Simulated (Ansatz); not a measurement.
# Cl₂H₁₂N₂Si₅: how energies converge with the basis set

How large a basis does Cl₂H₁₂N₂Si₅ need? Two functionals are run in growing sets.

Computed with Ansatz 0.2.0, Gaussian basis. Level: one geometry, several basis sets.

The runs, in order: PBE0-D4/def2-SVP; ωB97M-V/def2-SVP; PBE0-D4/def2-QZVPP; ωB97M-V/def2-QZVPP; the functionals' def2-TZVPP values are taken from earlier runs.

### 1 The geometry

The geometry comes from an earlier relaxation with PBE0-D4 in a triple-zeta def2 set; it is a stationary point, not always the lowest conformer.

SMILES `[SiH3]N([SiH3])[Si](Cl)(Cl)N([SiH3])[SiH3]`, 21 atoms, charge 0, spin multiplicity 1.

Atoms are counted from 1 here; the program's logs count them from 0.

Bond lengths: Si1–N2 1.749 Å, Si1–H10 1.486 Å, Si1–H11 1.484 Å, Si1–H12 1.484 Å, N2–Si3 1.748 Å, N2–Si4 1.702 Å, Si3–H13 1.483 Å, Si3–H14 1.488 Å, Si3–H15 1.483 Å, Si4–Cl5 2.050 Å, Si4–Cl6 2.050 Å, Si4–N7 1.702 Å, N7–Si8 1.749 Å, N7–Si9 1.748 Å, Si8–H16 1.484 Å, Si8–H17 1.484 Å, Si8–H18 1.486 Å, Si9–H19 1.488 Å and more. Angles: N2–Si1–H10 110.3°, N2–Si1–H11 107.9°, N2–Si1–H12 110.5°, H10–Si1–H11 109.5°, H10–Si1–H12 108.9°, H11–Si1–H12 109.7°, Si1–N2–Si3 117.2°, Si1–N2–Si4 119.1°, Si3–N2–Si4 123.6°, N2–Si3–H13 111.6°, N2–Si3–H14 105.1°, N2–Si3–H15 111.8°, H13–Si3–H14 109.1°, H13–Si3–H15 109.8°, H14–Si3–H15 109.3°, N2–Si4–Cl5 106.8°, N2–Si4–Cl6 111.2°, N2–Si4–N7 113.4° and more.

### 2 PBE0-D4 in def2-SVP

The input, in.yaml:

```yaml
crystal:
  periodic: [false, false, false]
  atoms:
    - {symbol: Si, position_ang: [-2.019176, -0.995173, -0.434271]}
    - {symbol: N, position_ang: [-1.268124, 0.118489, 0.686103]}
    - {symbol: Si, position_ang: [-1.865453, 0.124970, 2.328785]}
    - {symbol: Si, position_ang: [-0.037637, 1.152620, 0.126890]}
    - {symbol: Cl, position_ang: [0.623475, 2.220077, 1.747862]}
    - {symbol: Cl, position_ang: [-0.765776, 2.504003, -1.232388]}
    - {symbol: N, position_ang: [1.244213, 0.330735, -0.633098]}
    - {symbol: Si, position_ang: [2.060928, -0.954403, 0.227690]}
    - {symbol: Si, position_ang: [1.830579, 0.720611, -2.232907]}
    - {symbol: H, position_ang: [-1.771513, -2.397564, -0.011015]}
    - {symbol: H, position_ang: [-1.421482, -0.768880, -1.773519]}
    - {symbol: H, position_ang: [-3.483798, -0.762734, -0.493268]}
    - {symbol: H, position_ang: [-0.807048, -0.253435, 3.295634]}
    - {symbol: H, position_ang: [-2.939051, -0.905185, 2.354852]}
    - {symbol: H, position_ang: [-2.439264, 1.440288, 2.701258]}
    - {symbol: H, position_ang: [1.460598, -1.051456, 1.581287]}
    - {symbol: H, position_ang: [3.511361, -0.661641, 0.342431]}
    - {symbol: H, position_ang: [1.885955, -2.245468, -0.486294]}
    - {symbol: H, position_ang: [2.958369, -0.220280, -2.472317]}
    - {symbol: H, position_ang: [0.788601, 0.500682, -3.264471]}
    - {symbol: H, position_ang: [2.329843, 2.114347, -2.312241]}
basis:
  gaussian: {orbitals: def2-SVP}
hamiltonian: {xc: pbe0, dispersion: d4}
output: {orbitals: {seedname: orbitals}}
```

After this run come: ωB97M-V in def2-SVP; PBE0-D4 in def2-QZVPP; ωB97M-V in def2-QZVPP.

Q: Predict the results of all the runs planned. Wanted: PBE0-D4: double and triple zeta above quadruple; ωB97M-V: double and triple zeta above quadruple.

The runs gave:

```
                                       quantity           value
PBE0-D4: double and triple zeta above quadruple  28.73, 2.29 eV
ωB97M-V: double and triple zeta above quadruple  28.66, 2.13 eV
```

In words: For PBE0-D4 the step from double to triple zeta gains 26.44 eV and the next only 2.29 eV. Total energies overstate the basis error of differences, where much of it tends to cancel. The LUMO of ωB97M-V is positive and keeps falling with the basis (1.80 to 1.05 eV): an unbound level that the basis holds in place.
